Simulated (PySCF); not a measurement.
# F2O2Re (Re(O)2(F)2): the cost of one run

Program: PySCF 2.14.0. Level of theory: several levels, as the steps say, no spin–orbit coupling. These are calculated values, not measurements.

3 further runs of the same task are left out: 2 for a known fault of the program, 1 that didn't finish.

## Step 1: The starting structure

5 atoms, charge 0, spin multiplicity 2.

Bond lengths: Re1–O2 1.705 Å, Re1–O3 1.705 Å, Re1–F4 1.886 Å, Re1–F5 1.886 Å. Angles: O2–Re1–O3 112.5°, O2–Re1–F4 114.5°, O2–Re1–F5 113.9°, O3–Re1–F4 113.9°, O3–Re1–F5 114.5°, F4–Re1–F5 85.0°.

Geometry (Å):

```xyz
5

Re    0.0730    0.0730    0.0000
O     1.4734    0.0127    0.9710
O     0.0127    1.4734   -0.9710
F    -1.5326   -0.2880    0.9215
F    -0.2880   -1.5326   -0.9215
```

Formal oxidation states: Re +6. An earlier session relaxed this geometry at PBE, Re def2-SVP with ECP60, O def2-SVP, F def2-SVP (doublet, point group C2v).

At PBE on the finer grid: E = -428.007330 Eh, HOMO -6.13 eV, LUMO -4.97 eV (over both spins), ⟨S²⟩ = 0.753, Mulliken charge on Re1 +1.08 e, largest force component 0.011 eV/Å. 

Levels to run: revPBE; M06-L; PBE0; r2SCAN; PBE, TZVP; PBE, x2c-SVP. Hardware: 2 threads of Intel Xeon at 2.60GHz (Ice Lake), shared host.

## Step 2: revPBE

The input, run.py (the lines that set the calculation):

```python
mol = gto.M(atom='''
Re     0.07304     0.07304     0.00000
O      1.47343     0.01271     0.97104
O      0.01271     1.47343    -0.97104
F     -1.53259    -0.28799     0.92151
F     -0.28799    -1.53259    -0.92151''',
    basis={'Re': 'def2-SVP', 'O': 'def2-SVP', 'F': 'def2-SVP'},
    ecp={'Re': 'def2-SVP'},
    charge=0, spin=1)
mf = dft.UKS(mol, xc='PBE_R,PBE')
mf.grids.atom_grid = (75, 302)
mf = mf.density_fit()  # fitting sets: Re def2-universal-JKFIT, O def2-universal-JKFIT, F def2-universal-JKFIT
mf.conv_tol = 1e-08; mf.max_cycle = 55
mf.kernel(dm0)  # dm0: the density of the relaxed state
```

Command:

```
$ OMP_NUM_THREADS=2 python run.py
```

**Question.** How long does this run take on 2 threads of Intel Xeon at 2.60GHz (Ice Lake), shared host?

About 5.5 s.
